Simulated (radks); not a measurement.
# Ge in [Ar] 3d9.75 4s2 4p2.25: an all-electron calculation

One table from this session's results is given with a row withheld; the runs are named, their logs left out.

The numbers are computed with radks (a radial shooting solver on a logarithmic mesh, Libxc functionals) version 1 (scalar-relativistic Kohn-Sham, r2SCAN, spin-unpolarised, spherical densities, finite nucleus), except any that are marked as measured or tabulated.

## The system

| Item | Value |
| --- | --- |
| element | germanium (Z = 32) |
| charge | 0 |
| electrons | 32 |
| configuration | [Ar] 3d9.75 4s2 4p2.25 |
| nuclear rms radius | 4.0742 fm |

Set-up of the first run:

Input:

```text
Z 32
configuration [Ar] 3d9.75 4s2 4p2.25 5s0 4d0
relativity scalar-relativistic
functional r2scan,r2scan
spin unpolarised
nucleus finite rms 4.0742 fm
c 137.035999084
```

One table of the session follows, with a row left open; its other results are not shown here.

It belongs to the step «Radial structure». Radial moments (bohr):

| level | <r> | outermost maximum (interpolated) | 90 % within | nodes |
| --- | --- | --- | --- | --- |
| 1s | 0.04701 | 0.0307 | 0.0840 | 0 |
| 2s | 0.2098 | 0.176 | 0.324 | 1 |
| 2p | 0.1837 | 0.141 | 0.300 | 0 |
| 3s | 0.6221 | 0.541 | 0.929 | 2 |
| 3p | 0.6447 | 0.543 | 0.989 | 1 |
| 3d | ? | ? | ? | ? |
| 4s | 2.103 | 1.73 | 3.19 | 3 |
| 4p | 2.774 | 2.15 | 4.35 | 2 |

**Question.** Estimate the row for 3d.

**Answer.** <r>: 0.7262; outermost maximum (interpolated): 0.504; 90 % within: 1.22; nodes: 0. In the column «<r>» it lies between 3p (0.6447) and 4s (2.103).
